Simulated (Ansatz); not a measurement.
**CH₆BFSSi: a ladder of functionals and wavefunction methods**

One table from this session's results is given with a row withheld; the runs are named, their logs left out.

Method: functionals in def2-TZVPP, the program's frozen cores in correlated methods; program: Ansatz 0.2.0, Gaussian basis.

Plan: PBE-D4, r2SCAN-D4, PBE0-D4, B3LYP-D4, ωB97X-V, ωB97M-V, B2PLYP; CCSD(T)/def2-TZVPP; MP2/def2-QZVPP; extrapolation to the limit.

### The geometry

All runs share one geometry, relaxed beforehand with PBE0-D4 in a triple-zeta def2 set.

SMILES `FC[SiH2]BS`, 11 atoms, charge 0, spin multiplicity 1.

Atoms are counted from 1 here; the program's logs count them from 0.

Bond lengths: F1–C2 1.391 Å, C2–Si3 1.899 Å, C2–H6 1.096 Å, C2–H7 1.096 Å, Si3–B4 2.012 Å, Si3–H8 1.490 Å, Si3–H9 1.490 Å, B4–S5 1.764 Å, B4–H10 1.193 Å, S5–H11 1.347 Å. Angles: F1–C2–Si3 110.9°, F1–C2–H6 108.0°, F1–C2–H7 108.0°, Si3–C2–H6 111.1°, Si3–C2–H7 111.1°, H6–C2–H7 107.5°, C2–Si3–B4 112.1°, C2–Si3–H8 108.9°, C2–Si3–H9 108.9°, B4–Si3–H8 109.4°, B4–Si3–H9 109.4°, H8–Si3–H9 108.0°, Si3–B4–S5 119.3°, Si3–B4–H10 121.4°, S5–B4–H10 119.3°, B4–S5–H11 100.7°.

The first run:

Input file in.yaml:

```yaml
crystal:
  periodic: [false, false, false]
  atoms:
    - {symbol: F, position_ang: [-1.123672, 1.725458, 2.061694]}
    - {symbol: C, position_ang: [-0.182771, 0.971286, 1.367837]}
    - {symbol: Si, position_ang: [-0.956235, 0.169276, -0.169818]}
    - {symbol: B, position_ang: [0.375873, -0.930089, -1.202148]}
    - {symbol: S, position_ang: [2.039830, -1.034523, -0.626142]}
    - {symbol: H, position_ang: [0.645985, 1.633168, 1.093130]}
    - {symbol: H, position_ang: [0.213985, 0.212515, 2.051399]}
    - {symbol: H, position_ang: [-2.090338, -0.697839, 0.256590]}
    - {symbol: H, position_ang: [-1.501976, 1.240221, -1.050353]}
    - {symbol: H, position_ang: [0.065213, -1.512647, -2.195747]}
    - {symbol: H, position_ang: [2.579706, -1.833826, -1.565844]}
basis:
  gaussian: {orbitals: def2-TZVPP}
hamiltonian: {xc: pbe, dispersion: d4}
output: {forces: true, orbitals: {seedname: orbitals}}
```

On the command line:

```
$ ansatz run in.yaml --threads 4 --pin off --events-out ev --progress --plain --max-ram 10444MiB
```

Steps of the session up to this table: PBE-D4 (GGA); r2SCAN-D4 (meta-GGA); PBE0-D4 (hybrid); B3LYP-D4 (hybrid); ωB97X-V (range-separated); ωB97M-V (range-separated); B2PLYP (double hybrid); CCSD(T) in def2-TZVPP; MP2 in def2-QZVPP.

One of the session's tables, all rows but one given; the rest of the session is left out.

It belongs to the step «Atomisation energies». 

```
            method  atomisation energy (kcal/mol)
            PBE-D4                          902.3
         r2SCAN-D4                          893.5
           PBE0-D4                              ?
          B3LYP-D4                          888.0
           ωB97X-V                          893.6
           ωB97M-V                          891.8
            B2PLYP                          876.6
     HF/def2-TZVPP                          659.8
    MP2/def2-TZVPP                          873.4
   CCSD/def2-TZVPP                          851.0
CCSD(T)/def2-TZVPP                          863.4
           MP2/CBS                          895.9
       CCSD(T)/CBS                          885.9
```

**Question.** Estimate the row for PBE0-D4.

**Answer.** atomisation energy (kcal/mol): 889.2. In the column «atomisation energy (kcal/mol)» it lies between B3LYP-D4 (888.0) and ωB97M-V (891.8).

To keep in mind: Free atoms (1 F, 1 C, 1 Si, 1 B, 1 S, 6 H) were run apart at each level; the atomisation energy is their sum less the molecule, without zero-point or spin-orbit terms.
